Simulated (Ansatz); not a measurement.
# C2H3AlSe: the cost of one run

Method: RKS PBE-D4/def2-SVP, in Ansatz 0.2.0.

**1. Starting point**

Bond lengths: C1–C2 1.349 Å, C2–Se3 1.944 Å, C1–Al4 1.966 Å, Se3–Al4 2.329 Å, C1–H5 1.084 Å, C2–H6 1.083 Å, Al4–H7 1.534 Å. Angles: C1–C2–Se3 119.2°, C1–C2–H6 126.9°, Se3–C2–H6 113.8°, C2–C1–Al4 90.5°, C2–C1–H5 119.2°, Al4–C1–H5 150.4°, C2–Se3–Al4 67.4°, C1–Al4–Se3 82.9°, C1–Al4–H7 140.2°, Se3–Al4–H7 136.9°.

Coordinates:

```xyz
7

C    -0.3156    0.8619    0.0846
C     0.1663    0.0299    1.0311
Se    0.7588   -1.7490    0.5178
Al   -0.0264   -0.5112   -1.2926
H    -0.6450    1.8537    0.3716
H     0.2683    0.2371    2.0890
H    -0.2064   -0.7225   -2.8015
```

**2. End point A**

Input file input.yaml:

```yaml
crystal:
  periodic: [false, false, false]
  atoms:
    - { symbol: C, position_ang: [-0.31559, 0.86192, 0.08461] }
    - { symbol: C, position_ang: [0.16627, 0.02994, 1.03109] }
    - { symbol: Se, position_ang: [0.75883, -1.74897, 0.5178] }
    - { symbol: Al, position_ang: [-0.02641, -0.51117, -1.29259] }
    - { symbol: H, position_ang: [-0.64496, 1.85368, 0.3716] }
    - { symbol: H, position_ang: [0.26826, 0.2371, 2.08895] }
    - { symbol: H, position_ang: [-0.2064, -0.72251, -2.80146] }
basis:
  gaussian: { orbitals: def2-SVP }
hamiltonian:
  xc: pbe
  dispersion: d4
relax:
  f_tol: 0.02
  max_steps: 50
output:
  orbitals: {}
```

Run with:

```console
> ansatz run input.yaml --threads 2 --pin off --max-ram 3072MiB --backend cpu --events-out ev --progress --plain --runs-dir out
```

Q: Estimate wall time and peak memory on 2 threads of Arm Neoverse V2, shared host.

About 8.3 s, with a peak of 0.13 GiB.
